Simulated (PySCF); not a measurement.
# [BiO2]+: other functionals and bases at one geometry

The task here is to estimate one member of a computed series from the others.

The runs use PySCF 2.14.0; several levels, as the steps say, no spin–orbit coupling.

4 further runs of the same task are left out: 2 for a known fault of the program, 2 that didn't finish.

### The system as given

3 atoms, charge 1, spin multiplicity 1.

Bond lengths: Bi1–O2 1.921 Å, Bi1–O3 1.921 Å. Angles: O2–Bi1–O3 179.8°.

As a file:

```xyz
3

Bi    0.0000    0.0000    0.3691
O     1.9209    0.0000    0.3722
O    -1.9209    0.0000    0.3722
```

Formal oxidation states: Bi +5. An earlier session relaxed this geometry at BP86, Bi def2-SVP with ECP60, O def2-SVP (singlet, point group D∞h).

At BP86 on the finer grid: E = -364.634877 Eh, HOMO -14.51 eV, LUMO -12.88 eV, Mulliken charge on Bi1 +1.41 e, largest force component 0.003 eV/Å. 

Levels to run: HF; TPSSh; PBE0; M06-L; BP86, TZVP; BP86, x2c-SVP. Hardware: 2 threads of Arm Neoverse N1, shared host.

Set-up of the first run:

The input, run.py (the lines that set the calculation):

```python
mol = gto.M(atom='''
Bi     0.00000     0.00000     0.36910
O      1.92086     0.00000     0.37221
O     -1.92086     0.00000     0.37221''',
    basis={'Bi': 'def2-SVP', 'O': 'def2-SVP'},
    ecp={'Bi': 'def2-SVP'},
    charge=1, spin=0)
mf = scf.RHF(mol)
mf = mf.density_fit()  # fitting sets: Bi def2-universal-JKFIT, O def2-universal-JKFIT
mf.conv_tol = 1e-08; mf.max_cycle = 55
mf.kernel(dm0)  # dm0: the density of the relaxed state
```

Launch:

```sh
$ OMP_NUM_THREADS=2 python run.py
```

Steps of the session up to this table: HF; TPSSh; PBE0; M06-L; BP86, TZVP; BP86, x2c-SVP.

One of the session's tables, all rows but one given; the rest of the session is left out.

```
              level  HOMO (eV)  gap (eV)  charge on Bi1 (e)  largest force component (eV/Å)
BP86 (relaxed here)     -14.51      1.63               1.41                            0.00
                 HF          ?         ?                  ?                               ?
              TPSSh     -15.07      2.89               1.51                            0.49
               PBE0     -15.90      4.23               1.55                            0.92
              M06-L     -14.58      2.19               1.63                            0.25
         BP86, TZVP     -14.48      1.69               1.52                            1.20
      BP86, x2c-SVP     -14.48      1.67               1.46                            0.82
```

Q: Estimate the row for HF from the others.

As computed: HOMO (eV): -19.16; gap (eV): 11.96; charge on Bi1 (e): 1.86; largest force component (eV/Å): 1.10. In the column «HOMO (eV)» it is the lowest.

In one basis the HOMO–LUMO gap runs from 1.63 eV (BP86) to 11.96 eV (HF). The largest leftover force, 1.20 eV/Å with BP86, TZVP, stands at a geometry relaxed at another level. Total energies of different levels can't be compared.
